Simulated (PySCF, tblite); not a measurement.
# C₇H₁₄Ge: geometry, infrared bands and NMR shifts

Wanted: the infrared bands and NMR shifts of C₇H₁₄Ge (`C=C[C@@H]1[GeH2][CH2][C@@H]1CC`), by calculation.

Computed with tblite 0.8.0 and PySCF 2.14.0, with density-fitted response routines of our own, on a single molecule in the gas phase. Atoms count from 0, in the outputs and in this text.

## 1. The starting structure

22 atoms, charge 0, multiplicity 1; geometry from: force field or distance geometry start.

Bonds of the start (Å): C0–C1 1.33, C1–C2 1.53, C2–Ge3 1.94, Ge3–C4 1.94, C4–C5 1.55, C5–C6 1.55, C6–C7 1.53, C5–C2 1.54, C0–H8 1.09, C0–H9 1.08, C1–H10 1.08, C2–H11 1.12, Ge3–H12 1.54, Ge3–H13 1.55, C4–H14 1.12, C4–H15 1.11, C5–H16 1.11, C6–H17 1.10, C6–H18 1.10, C7–H19 1.11, C7–H20 1.11, C7–H21 1.10.

## 2. Geometry optimisation with GFN2-xTB

Job settings and geometry (Å):

```
{"job": {"kind": "relax", "xc": "GFN2-xTB", "basis": "xTB"}, "charge": 0, "multiplicity": 1}
C     -1.669000     0.612800    -2.212000
C     -1.328500     1.096700    -1.024600
C     -1.285700     0.195600     0.205000
Ge    -1.114800     1.244600     1.823400
C      0.418200     0.056900     1.752800
C     -0.002300    -0.618600     0.425700
C      1.078800    -0.509400    -0.679000
C      2.303100    -1.373700    -0.356700
H     -1.934600    -0.433500    -2.338100
H     -1.708000     1.273600    -3.068200
H     -1.082800     2.144800    -0.924900
H     -2.207700    -0.441500     0.265000
H     -0.743200     2.723000     1.602600
H     -2.125000     0.821600     2.924200
H      1.353900     0.658300     1.674300
H      0.428700    -0.653100     2.609100
H     -0.258000    -1.681400     0.612100
H      1.402000     0.537700    -0.804000
H      0.648400    -0.862700    -1.630900
H      3.034200    -1.301400    -1.186100
H      1.992700    -2.435400    -0.245300
H      2.789300    -1.035500     0.574800
```

Run with:

```sh
OMP_NUM_THREADS=1 python probes_run.py task.json out
```

This one command runs all jobs of the session in turn.

The program printed:

```text
step      E/eV     max force
  0    -652.01820    2.404
  1    -652.18991    0.660
  2    -652.26232    0.851
  3    -652.32643    0.814
  4    -652.38649    0.577
  5    -652.43044    0.412
  6    -652.45920    0.477
  7    -652.48551    0.391
  8    -652.50105    0.224
  9    -652.51008    0.186
 10    -652.51547    0.163
 11    -652.51961    0.161
 12    -652.52314    0.116
 13    -652.52565    0.101
 14    -652.52729    0.103
 15    -652.52859    0.104
 16    -652.52977    0.101
 17    -652.53094    0.092
 18    -652.53215    0.079
 19    -652.53351    0.077
 20    -652.53504    0.089
 21    -652.53669    0.084
 22    -652.53842    0.084
 23    -652.54027    0.097
 24    -652.54211    0.108
 25    -652.54374    0.105
 26    -652.54525    0.096
 27    -652.54698    0.111
 28    -652.54926    0.129
 29    -652.55171    0.108
 30    -652.55355    0.088
 31    -652.55491    0.081
 32    -652.55640    0.087
 33    -652.55827    0.120
 34    -652.56033    0.123
 35    -652.56188    0.114
 36    -652.56298    0.110
 37    -652.56414    0.112
 38    -652.56660    0.119
 39    -652.56891    0.121
 40    -652.57162    0.127
 41    -652.57348    0.132
 42    -652.57542    0.122
 43    -652.57789    0.106
 44    -652.58051    0.117
 45    -652.58223    0.128
 46    -652.58433    0.132
 47    -652.58616    0.094
 48    -652.58892    0.098
 49    -652.59065    0.095
 50    -652.59287    0.097
 51    -652.59476    0.104
 52    -652.59731    0.094
 53    -652.60002    0.120
 54    -652.60203    0.136
 55    -652.60307    0.116
 56    -652.60433    0.067
 57    -652.60546    0.096
 58    -652.60661    0.109
 59    -652.60803    0.096
 60    -652.60929    0.080
 61    -652.61037    0.057
 62    -652.61138    0.072
 63    -652.61264    0.088
 64    -652.61415    0.093
 65    -652.61584    0.113
 66    -652.61771    0.146
 67    -652.61978    0.131
 68    -652.62139    0.227
 69    -652.62272    0.066
 70    -652.62345    0.044
 71    -652.62385    0.041
 72    -652.62410    0.046
 73    -652.62469    0.058
 74    -652.62521    0.058
 75    -652.62558    0.044
 76    -652.62585    0.031
 77    -652.62606    0.035
 78    -652.62626    0.042
 79    -652.62650    0.042
 80    -652.62676    0.040
 81    -652.62702    0.037
 82    -652.62729    0.053
 83    -652.62762    0.052
 84    -652.62803    0.040
 85    -652.62845    0.043
 86    -652.62885    0.056
 87    -652.62928    0.064
 88    -652.62991    0.077
 89    -652.63085    0.091
 90    -652.63205    0.079
 91    -652.63327    0.069
 92    -652.63443    0.078
 93    -652.63558    0.090
 94    -652.63704    0.114
 95    -652.63890    0.103
 96    -652.64153    0.097
 97    -652.64303    0.099
 98    -652.64424    0.077
 99    -652.64528    0.085
100    -652.64678    0.082
101    -652.64919    0.084
102    -652.65080    0.083
103    -652.65276    0.093
104    -652.65441    0.093
105    -652.65574    0.141
106    -652.65703    0.066
107    -652.65796    0.049
108    -652.65838    0.035
109    -652.65858    0.034
110    -652.65887    0.029
111    -652.65907    0.025
112    -652.65935    0.032
113    -652.65957    0.033
114    -652.65977    0.034
115    -652.65995    0.030
116    -652.66015    0.028
117    -652.66037    0.046
118    -652.66060    0.047
119    -652.66079    0.030
120    -652.66093    0.024
121    -652.66106    0.028
122    -652.66123    0.045
123    -652.66147    0.050
124    -652.66174    0.036
125    -652.66197    0.032
126    -652.66214    0.036
127    -652.66230    0.048
128    -652.66249    0.045
129    -652.66268    0.030
130    -652.66280    0.026
131    -652.66287    0.025
132    -652.66293    0.025
133    -652.66299    0.014
134    -652.66304    0.014
135    -652.66308    0.012
136    -652.66310    0.013
137    -652.66313    0.011
138    -652.66315    0.009
```

It took 3.5 s on 1 thread of Intel Xeon at 2.50GHz, shared host; peak memory 0.18 GiB.

Step by step: (not every step is listed)

| step | energy from step 0 (eV) | largest force (eV/Å) |
| --- | --- | --- |
| 0 | 0.0000 | 2.4040 |
| 1 | -0.1717 | 0.6603 |
| 2 | -0.2441 | 0.8507 |
| 3 | -0.3082 | 0.8145 |
| 4 | -0.3683 | 0.5768 |
| 5 | -0.4122 | 0.4118 |
| 6 | -0.4410 | 0.4766 |
| 7 | -0.4673 | 0.3909 |
| 8 | -0.4828 | 0.2236 |
| 20 | -0.5168 | 0.0888 |
| 32 | -0.5382 | 0.0870 |
| 44 | -0.5623 | 0.1169 |
| 56 | -0.5861 | 0.0669 |
| 68 | -0.6032 | 0.2265 |
| 80 | -0.6086 | 0.0403 |
| 92 | -0.6162 | 0.0777 |
| 104 | -0.6362 | 0.0932 |
| 116 | -0.6420 | 0.0276 |
| 128 | -0.6443 | 0.0451 |
| 133 | -0.6448 | 0.0145 |
| 134 | -0.6448 | 0.0136 |
| 135 | -0.6449 | 0.0116 |
| 136 | -0.6449 | 0.0132 |
| 137 | -0.6449 | 0.0112 |
| 138 | -0.6449 | 0.0093 |

Distances of close pairs at the start and the end, largest changes first:

| bond | before (Å) | after (Å) | change (Å) |
| --- | --- | --- | --- |
| C2–Ge3 | 1.936 | 2.017 | +0.081 |
| Ge3–C4 | 1.941 | 1.986 | +0.045 |
| C1–C2 | 1.525 | 1.480 | -0.045 |
| Ge3–H13 | 1.553 | 1.512 | -0.041 |
| C2–H11 | 1.122 | 1.091 | -0.032 |
| Ge3–H12 | 1.540 | 1.514 | -0.027 |
| C5–C6 | 1.550 | 1.524 | -0.026 |
| C4–H14 | 1.115 | 1.090 | -0.025 |

The final coordinates are the input of the step that follows.

## 3. Vibrational analysis with GFN2-xTB

Job settings and geometry (Å):

```
{"job": {"kind": "ir", "xc": "GFN2-xTB", "basis": "xTB"}, "charge": 0, "multiplicity": 1}
C     -1.905580     1.096138    -2.144341
C     -1.136551     1.061588    -1.069491
C     -1.249119     0.058112     0.012209
Ge    -1.341855     0.962387     1.812786
C      0.549510     0.409493     1.566737
C      0.101052    -0.563771     0.458437
C      1.108107    -0.797284    -0.661065
C      2.354398    -1.522588    -0.166113
H     -2.670644     0.355452    -2.314716
H     -1.807423     1.860995    -2.896011
H     -0.377376     1.822726    -0.927720
H     -1.993489    -0.694133    -0.251944
H     -1.696111     2.431341     1.902282
H     -2.111083     0.249738     2.902193
H      1.152457     1.219187     1.156051
H      1.109514    -0.056107     2.374395
H     -0.124526    -1.530254     0.922028
H      1.397875     0.158942    -1.101351
H      0.629515    -1.388537    -1.446476
H      3.046341    -1.692106    -0.987996
H      2.090935    -2.486762     0.264564
H      2.863645    -0.935172     0.594692
```

The program printed:

```text
mode    cm-1     km/mol
  1      67.2      0.17
  2      82.9      0.04
  3      90.9      0.07
  4     147.6      0.11
  5     203.1      0.13
  6     222.4      0.39
  7     271.9      1.06
  8     309.6      5.00
  9     351.3      3.22
 10     385.6     26.92
 11     416.4      5.54
 12     481.8      5.47
 13     500.3      1.75
 14     542.2    157.89
 15     604.9     96.20
 16     676.0     13.36
 17     714.6     19.85
 18     784.5     46.47
 19     805.1    195.49
 20     827.1     66.92
 21     848.6     15.87
 22     879.6     18.36
 23     942.7      6.92
 24     990.9      7.45
 25    1009.5      2.65
 26    1014.8     10.94
 27    1038.0     10.78
 28    1068.6     17.67
 29    1084.4      1.61
 30    1119.7      3.07
 31    1150.3      8.32
 32    1177.6      3.48
 33    1187.6      0.76
 34    1246.8      1.73
 35    1256.3      0.41
 36    1281.6      1.87
 37    1307.3      3.03
 38    1317.8      2.67
 39    1355.8      0.87
 40    1414.4      1.33
 41    1420.5      5.66
 42    1454.2      1.74
 43    1493.9      0.32
 44    1506.0      2.26
 45    1508.1      1.52
 46    1700.3     24.42
 47    1854.9    342.23
 48    1949.1    578.90
 49    2914.6     36.45
 50    2954.3     28.87
 51    2961.7     54.08
 52    2972.5     37.75
 53    2983.1     35.11
 54    2996.4     35.54
 55    3022.2     34.10
 56    3026.2     73.17
 57    3031.4     51.49
 58    3037.5     32.22
 59    3091.7     27.70
 60    3118.6     55.66
```

It took 3 s on 1 thread of Intel Xeon at 2.50GHz, shared host; peak memory 0.18 GiB.

The strongest bands and the atoms that carry them (share of the mass-weighted mode):

| cm⁻¹ | km/mol | atoms |
| --- | --- | --- |
| 542 | 157.9 | H12 51 %, H13 32 % |
| 605 | 96.2 | C4 38 %, Ge3 11 %, C2 10 % |
| 805 | 195.5 | H13 36 %, H12 35 % |
| 827 | 66.9 | C4 12 %, H15 11 %, H13 10 %, H18 10 % |
| 1855 | 342.2 | H12 57 %, H13 42 % |
| 1949 | 578.9 | H13 57 %, H12 42 % |
| 3026 | 73.2 | H20 79 % |
| 3119 | 55.7 | H9 69 %, H8 21 % |

## 4. Shielding tensors: PBE0/pcSseg-1

Settings changed since step 3:

```diff
@@ -1,2 +1,2 @@
-{"job": {"kind": "ir", "xc": "GFN2-xTB", "basis": "xTB"}, "charge": 0, "multiplicity": 1}
+{"job": {"kind": "nmr", "xc": "PBE0", "basis": "pcSseg-1"}, "charge": 0, "multiplicity": 1}
 C     -1.905580     1.096138    -2.144341
```

Level: GIAO PBE0/pcSseg-1 NMR shielding, non-relativistic, gas phase.

The program printed:

```text
coarse grid: 78288 points
cycle   1  E = -2351.1611869249  dE =  1.560e-01  |g| = 9.675e-01  |ddm| = 4.250e+00
cycle   2  E = -2351.0937031150  dE =  6.748e-02  |g| = 1.071e+00  |ddm| = 1.353e+00
cycle   3  E = -2351.2644990141  dE = -1.708e-01  |g| = 1.243e-01  |ddm| = 9.335e-01
cycle   4  E = -2351.2675475095  dE = -3.048e-03  |g| = 6.072e-02  |ddm| = 1.821e-01
cycle   5  E = -2351.2684290471  dE = -8.815e-04  |g| = 1.374e-02  |ddm| = 6.668e-02
cycle   6  E = -2351.2684763716  dE = -4.732e-05  |g| = 4.139e-03  |ddm| = 1.661e-02
cycle   7  E = -2351.2684803396  dE = -3.968e-06  |g| = 9.639e-04  |ddm| = 3.934e-03
final grid: 166704 points
cycle   8  E = -2351.2685830670  dE = -1.054e-07  |g| = 1.177e-03  |ddm| = 4.306e-03
cycle   9  E = -2351.2685827448  dE =  3.223e-07  |g| = 1.689e-03  |ddm| = 2.700e-03
cycle  10  E = -2351.2685833970  dE = -6.522e-07  |g| = 1.862e-04  |ddm| = 1.481e-03
cycle  11  E = -2351.2685834061  dE = -9.151e-09  |g| = 4.294e-05  |ddm| = 2.378e-04
cycle  12  E = -2351.2685834065  dE = -3.620e-10  |g| = 5.316e-06  |ddm| = 3.820e-05
converged SCF energy = -2351.2685834065

GIAO shielding tensors (ppm)
atom      isotropic    diamagn.    paramagn.     s11        s22        s33       span
  0 C       69.956     252.321    -182.365    -38.836     91.956    156.747    195.583
  1 C       40.778     255.936    -215.158    -85.604     43.913    164.025    249.629
  2 C      135.805     247.258    -111.453    122.065    133.320    152.031     29.966
  3 Ge    1473.483    2757.969   -1284.486   1377.675   1485.331   1557.443    179.768
  4 C      165.742     250.773     -85.031    145.006    156.057    196.161     51.155
  5 C      142.385     249.605    -107.220    124.061    140.222    162.872     38.811
  6 C      152.383     246.137     -93.754    144.580    146.164    166.405     21.824
  7 C      172.686     245.620     -72.934    159.051    171.292    187.714     28.663
  8 H       26.490      31.333      -4.843     22.927     25.454     31.090      8.163
  9 H       26.576      29.184      -2.609     23.090     25.190     31.446      8.356
 10 H       25.190      32.698      -7.508     20.823     24.741     30.006      9.183
 11 H       28.726      34.127      -5.401     25.590     26.904     33.682      8.092
 12 H       27.194      29.398      -2.204     20.894     22.055     38.632     17.738
 13 H       26.922      30.243      -3.321     21.013     21.815     37.937     16.925
 14 H       30.150      31.687      -1.538     26.973     28.826     34.650      7.678
 15 H       29.788      31.421      -1.633     24.733     27.937     36.693     11.960
 16 H       29.426      35.085      -5.659     26.465     29.172     32.641      6.176
 17 H       30.542      32.286      -1.744     25.412     31.881     34.334      8.922
 18 H       30.324      32.085      -1.761     24.875     30.446     35.652     10.777
 19 H       30.617      27.743       2.875     25.756     27.683     38.413     12.656
 20 H       31.092      29.403       1.689     26.594     29.015     37.666     11.073
 21 H       30.685      29.714       0.970     25.855     30.686     35.513      9.658
```

It took 2.4 min on 1 thread of Intel Xeon at 2.50GHz, shared host; peak memory 0.97 GiB.

Shifts follow as δ = σ(reference) − σ, with reference shieldings (ppm) from runs at the same level and on the same kind of geometry: ¹H TMS 31.72, ¹³C TMS 186.9, ⁷³Ge GeMe4 1331. The references are single molecules in the gas phase. Atoms listed in one row are averaged.

| atoms | environment | σ (ppm) | δ (ppm) |
| --- | --- | --- | --- |
| C1 | alkene CH | 40.8 | 146.1 |
| C0 | terminal =CH2 carbon | 70.0 | 117.0 |
| C2 | allylic sp3 CH bonded to Ge | 135.8 | 51.1 |
| C5 | sp3 CH in a ring | 142.4 | 44.5 |
| C6 | sp3 CH2 | 152.4 | 34.5 |
| C4 | sp3 CH2 bonded to Ge | 165.7 | 21.2 |
| C7 | methyl carbon | 172.7 | 14.2 |
| H10 | hydrogen on an alkene CH | 25.19 | 6.53 |
| H8 | hydrogen on a terminal =CH2 carbon | 26.49 | 5.23 |
| H9 | hydrogen on a terminal =CH2 carbon | 26.58 | 5.14 |
| H13 | hydrogen on a germanium bonded to 2 C, in a 4-membered ring | 26.92 | 4.80 |
| H12 | hydrogen on a germanium bonded to 2 C, in a 4-membered ring | 27.19 | 4.52 |
| H11 | hydrogen on an allylic sp3 CH bonded to Ge | 28.73 | 2.99 |
| H16 | hydrogen on an sp3 CH in a ring | 29.43 | 2.29 |
| H15 | hydrogen on an sp3 CH2 bonded to Ge | 29.79 | 1.93 |
| H14 | hydrogen on an sp3 CH2 bonded to Ge | 30.15 | 1.57 |
| H18 | hydrogen on an sp3 CH2 | 30.32 | 1.39 |
| H17 | hydrogen on an sp3 CH2 | 30.54 | 1.17 |
| H19, H20, H21 | hydrogen on a methyl carbon | 30.80 | 0.92 |
| Ge3 | germanium bonded to 2 C, 2 H, in a 4-membered ring | 1473 | -143 |

Charges from the same density, by scheme (e):

| atoms | Mulliken | IAO | Hirshfeld | ESP fit |
| --- | --- | --- | --- | --- |
| C0 | -0.14 | -0.34 | -0.12 | -0.53 |
| C1 | -0.14 | -0.13 | -0.04 | -0.07 |
| C2 | -0.41 | -0.33 | -0.10 | -0.23 |
| Ge3 | 0.42 | 0.59 | 0.33 | 0.35 |
| C4 | -0.37 | -0.50 | -0.16 | -0.53 |
| C5 | -0.28 | -0.10 | -0.03 | 0.21 |
| C6 | -0.17 | -0.25 | -0.07 | 0.07 |
| C7 | -0.25 | -0.42 | -0.12 | -0.30 |

Mayer bond orders: C0–C1 1.97, C1–C2 0.97, C2–Ge3 0.90, Ge3–C4 0.96, C4–C5 0.95, C5–C6 1.01, C6–C7 1.06, C5–C2 0.94.

Ring of atoms C2, Ge3, C4, C5: NICS(0) -0.8, NICS(1) -0.8, NICS(1)zz 4.8 ppm (means of both faces).

## 5. Summary of results

| quantity | value |
| --- | --- |
| strongest single infrared mode (GFN2-xTB) | 1949 cm⁻¹, 579 km/mol |
| zero-point energy (GFN2-xTB) | 114.6 kcal/mol |
| ¹³C shifts against TMS (PBE0/pcSseg-1) | 146.1, 117.0, 51.1, 44.5, 34.5, 21.2, 14.2 ppm |
| ¹H shifts against TMS (PBE0/pcSseg-1, means over atoms taken as alike) | 6.53, 5.23, 5.14, 4.80, 4.52, 2.99, 2.29, 1.93, 1.57, 1.39, 1.17, 0.92 ppm |
| ⁷³Ge shifts against GeMe4 (PBE0/pcSseg-1) | -143 ppm |

What this shows: The optimisation took 138 steps and gained 0.645 eV; among the close pairs (by a distance rule), C2–Ge3 changed most, from 1.936 to 2.017 Å. All 60 modes are real, so the xTB geometry is a minimum. The strongest single mode, at 1949 cm⁻¹, moves mainly H13 and H12. Unscaled tight-binding wavenumbers are off by several per cent, some by more. Its intensities can rank the bands wrongly. C1 (alkene CH) lies farthest downfield among carbon, at 146.1 ppm; the olefinic region. The most deshielded hydrogen is H10 (hydrogen on an alkene CH), at 6.53 ppm: attached to an sp2 carbon and in the plane of the double bond. At PBE0/pcSseg-1: The widest tensor belongs to C1: span 250 ppm, with a paramagnetic part of -215 ppm. Spin-orbit coupling is left out, which matters for shieldings and couplings at and beside the heavy atoms.
